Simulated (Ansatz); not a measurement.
# ClFH₄O₂Si₂: up Jacob's ladder to CCSD(T)

Aim: compute ClFH₄O₂Si₂ with functionals from several rungs and with coupled cluster, and see how far each lands from CCSD(T) at the basis-set limit for the atomisation energy.

Method: functionals in def2-TZVPP, the program's frozen cores in correlated methods; program: Ansatz 0.2.0, Gaussian basis.

The runs, in order: PBE-D4, r2SCAN-D4, PBE0-D4, B3LYP-D4, ωB97X-V, ωB97M-V, B2PLYP; CCSD(T)/def2-TZVPP; MP2/def2-QZVPP; extrapolation to the limit.

## (1) The relaxed structure

An earlier PBE0-D4 in a triple-zeta def2 set relaxation fixed the geometry.

SMILES `O[Si@H](F)[Si@H](O)Cl`, 10 atoms, charge 0, spin multiplicity 1.

Atoms are counted from 1 here; the program's logs count them from 0.

Bond lengths: O1–Si2 1.634 Å, O1–H7 0.959 Å, Si2–F3 1.601 Å, Si2–Si4 2.343 Å, Si2–H8 1.486 Å, Si4–O5 1.638 Å, Si4–Cl6 2.065 Å, Si4–H9 1.485 Å, O5–H10 0.959 Å. Angles: Si2–O1–H7 119.4°, O1–Si2–F3 110.3°, O1–Si2–Si4 106.7°, O1–Si2–H8 111.4°, F3–Si2–Si4 108.2°, F3–Si2–H8 105.8°, Si4–Si2–H8 114.3°, Si2–Si4–O5 106.1°, Si2–Si4–Cl6 107.9°, Si2–Si4–H9 115.1°, O5–Si4–Cl6 110.7°, O5–Si4–H9 111.6°, Cl6–Si4–H9 105.4°, Si4–O5–H10 118.7°.

## (2) PBE-D4 (GGA)

File in.yaml:

```yaml
crystal:
  periodic: [false, false, false]
  atoms:
    - {symbol: O, position_ang: [1.148754, -1.810877, -0.246440]}
    - {symbol: Si, position_ang: [0.315067, -0.863950, 0.791597]}
    - {symbol: F, position_ang: [-0.820147, -1.715700, 1.531723]}
    - {symbol: Si, position_ang: [-0.732284, 0.788555, -0.497401]}
    - {symbol: O, position_ang: [0.464947, 1.756690, -1.056631]}
    - {symbol: Cl, position_ang: [-2.008212, 1.842436, 0.737209]}
    - {symbol: H, position_ang: [1.790603, -2.434771, 0.096470]}
    - {symbol: H, position_ang: [1.192329, -0.336453, 1.868144]}
    - {symbol: H, position_ang: [-1.584990, 0.279102, -1.601170]}
    - {symbol: H, position_ang: [0.233933, 2.494969, -1.623492]}
basis:
  gaussian: {orbitals: def2-TZVPP}
hamiltonian: {xc: pbe, dispersion: d4}
output: {forces: true, orbitals: {seedname: orbitals}}
```

On the command line:

```sh
ansatz run in.yaml --threads 2 --pin off --events-out ev --progress --plain --max-ram 20480MiB --backend cuda --devices 0, --max-vram 18GiB
```

After this run come: r2SCAN-D4 (meta-GGA); PBE0-D4 (hybrid); B3LYP-D4 (hybrid); ωB97X-V (range-separated); ωB97M-V (range-separated); B2PLYP (double hybrid); CCSD(T) in def2-TZVPP; MP2 in def2-QZVPP.

**Question.** What will the summary of the whole plan be? Wanted: atomisation energy, CCSD(T)/CBS; farthest; mean size of error, hybrid; mean size of error, range-separated; gap, smallest and largest; T1 diagnostic; triples share of the correlation energy.

As calculated:

```
                               quantity                                 value
        atomisation energy, CCSD(T)/CBS                        893.6 kcal/mol
functionals within 4.5 kcal/mol (0.5 %)   PBE-D4, r2SCAN-D4, ωB97X-V, ωB97M-V
                               farthest               B2PLYP (-19.3 kcal/mol)
             mean size of error, hybrid                         15.9 kcal/mol
    mean size of error, range-separated                          3.0 kcal/mol
              gap, smallest and largest  5.39 eV (PBE-D4), 11.85 eV (ωB97X-V)
                          T1 diagnostic                                0.0117
triples share of the correlation energy                                 3.4 %
```

What this shows: PBE-D4 misses by +0.8 kcal/mol. Double hybrids carry the basis error of their MP2 part in triple zeta, and no dispersion term here, so their miss is partly the set-up's. Misses under about 4.5 kcal/mol are within the doubt on the reference itself, which lacks core-valence correlation, relativity and higher excitations. Hartree-Fock recovers 72 % of the binding; the rest is correlation. The gap grows from 5.4 to 11.9 eV across the functionals, mostly with the share of exact exchange.
